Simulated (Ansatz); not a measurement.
# Os (hcp type): the cost of one run

Method: DFT, PBEsol, PAW with Ansatz's default frozen-core files, scalar-relativistic, in Ansatz 0.2.0.

1 further run of the same task is left out (it didn't finish). Runs told in other sessions of the task aren't counted.

### Step 1. The starting structure

The structure is hexagonal, space group P6_3/mmc (No. 194). Conventional cell: a = 2.706 Å, b = 2.706 Å, c = 4.383 Å, α = 90.00°, β = 90.00°, γ = 120.00°. Around Os (site symmetry -6m2) lie 12 Os at 2.69 to 2.71 Å.

As a file:

```cif
data_structure
_symmetry_space_group_name_H-M 'P 1'
_symmetry_Int_Tables_number 1
_cell_length_a 2.7056
_cell_length_b 2.7056
_cell_length_c 4.3831
_cell_angle_alpha 90.000
_cell_angle_beta 90.000
_cell_angle_gamma 120.000
_cell_volume 27.79
loop_
_atom_site_label
_atom_site_type_symbol
_atom_site_fract_x
_atom_site_fract_y
_atom_site_fract_z
_atom_site_occupancy
Os1 Os 0.33333 0.66667 0.25000 1
Os2 Os 0.66667 0.33333 0.75000 1
```

Whether this phase is the stable one at these pressures isn't tested.

Atoms are numbered in the order of the input: Os1, Os2.

### Step 2. Cell relaxed at zero pressure, PAW

File input.yaml:

```yaml
crystal:
  lattice:
    - [2.7056433462, 0.0, 0.0]
    - [-1.3528216731, 2.3431558714, 0.0]
    - [0.0, 0.0, 4.3831422208]
  atoms:
    - { symbol: Os, position: [0.3333333333, 0.6666666667, 0.25] }
    - { symbol: Os, position: [0.6666666667, 0.3333333333, 0.75] }
kpoints:
  mp_grid: { grid: [16, 16, 9] }
scf:
  occupations: { method: fermi_dirac, width: 0.05 }
hamiltonian:
  xc: pbesol
  pseudopotentials: { kind: paw }
output:
  forces: true
  stress: true
  write_density: true
  write_potential: true
  elf: true
  volumetric_format: npy
relax:
  f_tol: 0.005
  max_steps: 40
  cell: {}
```

Command:

```sh
$ ansatz run input.yaml --threads 1 --pin off --max-ram 2048MiB --backend cpu --events-out ev --progress --plain --runs-dir out
```

**Question.** How long does this run take on 1 thread of Arm Neoverse V1, shared host, and how much memory does it need?

About 25 s, with a peak of 0.36 GiB.
